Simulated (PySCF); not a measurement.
# C3H3BF2Se: the cost of one run

Computed with PySCF 2.14.0, with density-fitted response routines of our own, on a single molecule in the gas phase. Atoms are numbered from 0 throughout.

## (1) The starting structure

10 atoms, charge 0, multiplicity 1; geometry from: GFN2-xTB. The atoms were then displaced at random by about 0.01 Å, so the start is not that level's minimum.

Bonds of the start (Å): F0–B1 1.32, B1–C2 1.55, C2–C3 1.31, C3–F4 1.34, C3–C5 1.51, C5–Se6 2.00, Se6–C2 1.93, B1–H7 1.17, C5–H8 1.10, C5–H9 1.09.

## (2) Relaxing the molecule at PBE0-D3(BJ)/def2-SVP

The job: settings as JSON, then the geometry in Å.

```
{"job": {"xc": "PBE0", "basis": "def2-SVP", "d3": "d3bj", "grid": 1, "shake": 0.01, "kind": "geom"}, "charge": 0, "multiplicity": 1}
F      2.720240     0.071410    -1.386200
B      1.972610    -0.436260    -0.429380
C      0.499960     0.015950    -0.276980
C     -0.448130    -0.292370     0.568250
F     -0.483160    -1.167120     1.576510
C     -1.665660     0.518010     0.177460
Se    -0.538870     1.303000    -1.275570
H      2.499090    -1.221180     0.265930
H     -1.990960     1.248830     0.937960
H     -2.514690    -0.061200    -0.179050
```

Run with:

```bash
$ OMP_NUM_THREADS=1 python probes_run.py task.json out
```

This one command runs all jobs of the session in turn.

Q: Estimate the wall time and peak memory of this first job on 1 thread of Arm Neoverse V1, shared host.

About 61 s, with a peak of 0.51 GiB.
